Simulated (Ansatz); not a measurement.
# SnTe (SMILES [Sn][Te]) at CCSDT/STO-3G

What is the vertical electron affinity of SnTe at CCSDT/STO-3G? 

Program for the calculation: Ansatz 0.2.0.

45 further runs of the same task are left out: 16 that didn't finish, 29 set aside as unsound or not needed.

### Step 1. Starting point

The species is SnTe (2 atoms), meant as a singlet with charge 0. SMILES: `[Sn][Te]`. The coordinates come from a PBE0-D4/def2-TZVP relaxation.

Bond lengths: Sn1–Te2 2.518 Å.

### Step 2. A single-point energy at CCSDT/STO-3G

File molecule.yaml:

```yaml
crystal:
  periodic: [false, false, false]
  atoms:
    - {symbol: Sn, position_ang: [0.000000, 0.000000, 0.009440]}
    - {symbol: Te, position_ang: [-0.000000, -0.000000, 2.527330]}
basis:
  gaussian:
    orbitals: STO-3G
magnetization:
  spin_polarized: false
  initial_magnetization: 0
correlation:
  method: ccsdt
  frozen_orbitals: {Sn: 18, Te: 18}
accuracy: high
scf:
  omitted_lower_state_checks: [cluster_reference, increment]
```

Command:

```console
ansatz run molecule.yaml --threads 1 --pin off --max-ram 3480MiB --events-out events.jsonl --progress --plain --runs-dir runs
```

Output, cut to the lines that bear on the results:

```text
Warning: RAYON_NUM_THREADS=1 ignored (pool sized by the plan → 1); use --threads N
Functional definition: HF
  name "HF"
[...]
827 factors; integrals over basis functions are off by at most 4.7e-9 eV
[...]
mean field -340426.85138620 eV, -12510.4560388351 hartree, gradient 1.7e-8 eV, S^2 0.000000; 0 other end points of the search recorded, 0 dependent functions left out
36 core orbitals not correlated: weight in the atoms' cores, before any rotation towards them, 1.000 or more for the frozen orbitals, at most 0.000 for the correlated occupied ones
reference -340426.85138620 eV, -12510.4560388351 hartree; 15, 15 occupied and 3, 3 virtual orbitals, 827 factors
second order -1.59188657 eV of doubles, -0.00000000 eV of singles
cycle   1  -1.55343896 eV  change    3.8e-2 eV  update   1.7e-1
[...]
cycle  21  -2.00690648 eV  change   -2.4e-9 eV  update   1.4e-9
Total energy: -340428.85829268 eV, -12510.5297912880 hartree
Checks for a lower state left out: cluster_reference, increment
```

Wall time 1.7 s (1 thread of AMD EPYC 9R14 (Zen 4), shared host); peak memory 0.17 GiB.

### Step 3. The doublet anion, same level

File in.yaml:

```yaml
crystal:
  periodic: [false, false, false]
  atoms:
    - {symbol: Sn, position_ang: [0.000000, 0.000000, 0.009440]}
    - {symbol: Te, position_ang: [-0.000000, -0.000000, 2.527330]}
basis:
  gaussian: {orbitals: STO-3G}
accuracy: high
magnetization: {spin_polarized: true, initial_magnetization: 1}
correlation: {method: ccsdt, frozen_orbitals: {Sn: 18, Te: 18}}
total_charge: -1
scf: {omitted_lower_state_checks: [cluster_reference, increment]}
```

Command:

```console
ansatz run in.yaml --threads 1 --pin off --max-ram 3480MiB --events-out events.jsonl --progress --plain --runs-dir runs
```

Output, cut to the lines that bear on the results:

```text
Warning: RAYON_NUM_THREADS=1 ignored (pool sized by the plan → 1); use --threads N
[... 2 set-up lines as earlier in the session ...]
[...]
827 factors; integrals over basis functions are off by at most 4.7e-9 eV
[...]
mean field -340423.32461727 eV, -12510.3264324675 hartree, gradient 3.0e-8 eV, S^2 0.768822; 10 other end points of the search recorded, 0 dependent functions left out
36 core orbitals not correlated: weight in the atoms' cores, before any rotation towards them, 1.000 or more for the frozen orbitals, at most 0.000 for the correlated occupied ones
reference -340423.32461727 eV, -12510.3264324675 hartree; 16, 15 occupied and 2, 3 virtual orbitals, 827 factors
second order -0.72944935 eV of doubles, -0.00000000 eV of singles
cycle   1  -0.83884299 eV  change   -1.1e-1 eV  update   8.5e-2
[...]
cycle  26  -1.04850233 eV  change   2.6e-10 eV  update   3.3e-9
Total energy: -340424.37311960 eV, -12510.3649642174 hartree
Checks for a lower state left out: cluster_reference, increment
```

It took 7.8 s on 1 thread of AMD EPYC 9R14 (Zen 4), shared host; peak memory 0.26 GiB.

### Step 4. What came out

Level: CCSDT/STO-3G, 36 core orbitals frozen.

```
                                                   quantity            value
                                 singlet SnTe: total energy  -12510.52979 Eh
 singlet SnTe: correlation energy (36 core orbitals frozen)        -73.8 mEh
                                singlet SnTe: T1 diagnostic            0.021
                                doublet anion: total energy  -12510.36496 Eh
doublet anion: correlation energy (36 core orbitals frozen)        -38.5 mEh
           doublet anion: ⟨S²⟩ of the reference determinant            0.769
                               doublet anion: T1 diagnostic            0.015
          vertical electron affinity (to the doublet anion)        -4.485 eV
```

**Reading.** The anion lies 4.49 eV (103 kcal/mol) above the neutral: the electron isn't bound at this level, and such a value depends on the basis. Without diffuse functions anions come out too high. In a minimal basis such a difference can be off by several eV, whatever the method. The T1 diagnostic (singlet SnTe) of 0.021 is above the customary mark for such species, so a single reference may not serve. Relativity is left out (singlet SnTe) although the molecule holds a heavy atom. Relativity is left out (doublet anion) although the molecule holds a heavy atom.
